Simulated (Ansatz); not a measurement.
# CH5BCl3N: the cost of one run

Method: UKS B3LYP/STO-3G, in Ansatz 0.2.0.

## 1. The starting structure

Bond lengths: B1–Cl2 2.173 Å, B1–Cl3 1.726 Å, B1–Cl4 1.733 Å, B1–N6 1.804 Å, N6–C7 1.452 Å, N6–H8 1.013 Å, C7–H9 1.087 Å, C7–H10 1.090 Å, C7–H11 1.091 Å. Angles (14 of 15 angles, heavy atoms first): Cl2–B1–Cl3 109.9°, Cl2–B1–Cl4 109.9°, Cl2–B1–N6 86.1°, Cl3–B1–Cl4 122.1°, Cl3–B1–N6 112.4°, Cl4–B1–N6 110.6°, B1–N6–C7 119.6°, B1–N6–H8 110.5°, C7–N6–H8 112.5°, N6–C7–H9 109.2°, N6–C7–H10 110.2°, N6–C7–H11 110.7°, H9–C7–H10 109.3°, H9–C7–H11 108.5°.

As a file:

```xyz
11

B     0.3788   -1.3846   -0.0607
Cl    2.3750   -0.7696   -0.6582
Cl   -0.5596   -1.7729   -1.4561
Cl    0.4722   -2.4419    1.3096
H     1.3915    0.5138    0.0296
N     0.1464    0.3236    0.4694
C    -0.8846    1.1333   -0.1549
H     0.1265    0.3824    1.4809
H    -0.8341    1.0059   -1.2337
H    -0.7367    2.1851    0.0901
H    -1.8751    0.8249    0.1841
```

## 2. Run 1

150 steps of 0.5 fs at constant energy, with velocities drawn for 100 K.

input.yaml

```yaml
crystal:
  periodic: [false, false, false]
  atoms:
    - { symbol: B, position_ang: [0.3788, -1.3846, -0.0607] }
    - { symbol: Cl, position_ang: [2.375, -0.7696, -0.6582] }
    - { symbol: Cl, position_ang: [-0.5596, -1.7729, -1.4561] }
    - { symbol: Cl, position_ang: [0.4722, -2.4419, 1.3096] }
    - { symbol: H, position_ang: [1.3915, 0.5138, 0.0296] }
    - { symbol: "N", position_ang: [0.1464, 0.3236, 0.4694] }
    - { symbol: C, position_ang: [-0.8846, 1.1333, -0.1549] }
    - { symbol: H, position_ang: [0.1265, 0.3824, 1.4809] }
    - { symbol: H, position_ang: [-0.8341, 1.0059, -1.2337] }
    - { symbol: H, position_ang: [-0.7367, 2.1851, 0.0901] }
    - { symbol: H, position_ang: [-1.8751, 0.8249, 0.1841] }
magnetization:
  spin_polarized: true
basis:
  gaussian: { orbitals: STO-3G }
hamiltonian:
  xc: b3lyp
md:
  timestep: 0.5
  n_steps: 150
  ensemble: nve
  temperature: 100.0
  initial_velocities: maxwell_boltzmann
  seed: 261302
```

Launch:

```
$ ansatz run input.yaml --threads 1 --pin off --max-ram 2048MiB --backend cpu --events-out ev --progress --plain --runs-dir out
```

**Question.** How long does this run take on 1 thread of an x86-64 CPU, shared host, and how much memory does it need?

About 15 min, with a peak of 0.2 GiB.
